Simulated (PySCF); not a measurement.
# C2H9GeOP: the cost of one run

Computed with PySCF 2.14.0, with density-fitted response routines of our own, on a single molecule in the gas phase. Atoms are numbered from 0 throughout.

### 1 The starting structure

14 atoms, charge 0, multiplicity 1; geometry from: GFN2-xTB. The atoms were then displaced at random by about 0.01 Å, so the start is not that level's minimum.

Bonds of the start (Å): C0–O1 1.37, O1–Ge2 1.77, Ge2–C3 2.02, Ge2–P4 2.32, C0–H5 1.12, C0–H6 1.09, C0–H7 1.09, Ge2–H8 1.56, C3–H9 1.07, C3–H10 1.12, C3–H11 1.07, P4–H12 1.39, P4–H13 1.39.

### 2 Geometry optimisation at PBE0-D3(BJ)/def2-SVP

What the job is given:

```
{"job": {"xc": "PBE0", "basis": "def2-SVP", "d3": "d3bj", "grid": 1, "shake": 0.01, "kind": "geom"}, "charge": 0, "multiplicity": 1}
C     -2.177840    -0.369260    -0.166190
O     -0.941320    -0.949740    -0.028120
Ge     0.381840    -0.295020     0.949490
C      0.872530     1.555250     0.305570
P      1.926730    -2.002760     0.671870
H     -2.133190     0.616970    -0.699360
H     -2.805590    -1.027850    -0.757790
H     -2.662790    -0.170770     0.792490
H     -0.152000    -0.156500     2.409540
H      1.624160     1.992320     0.920900
H     -0.047070     2.186800     0.379670
H      1.176160     1.520330    -0.719320
H      1.934200    -1.764250    -0.697420
H      2.997010    -1.150590     0.910940
```

Command:

```
$ OMP_NUM_THREADS=1 python probes_run.py task.json out
```

The driver reads the jobs from task.json and runs them one after another.

**Question.** How long does this first job take on 1 thread of Arm Neoverse V1, shared host, and how much memory does it need?

About 1.7 min, with a peak of 0.59 GiB.
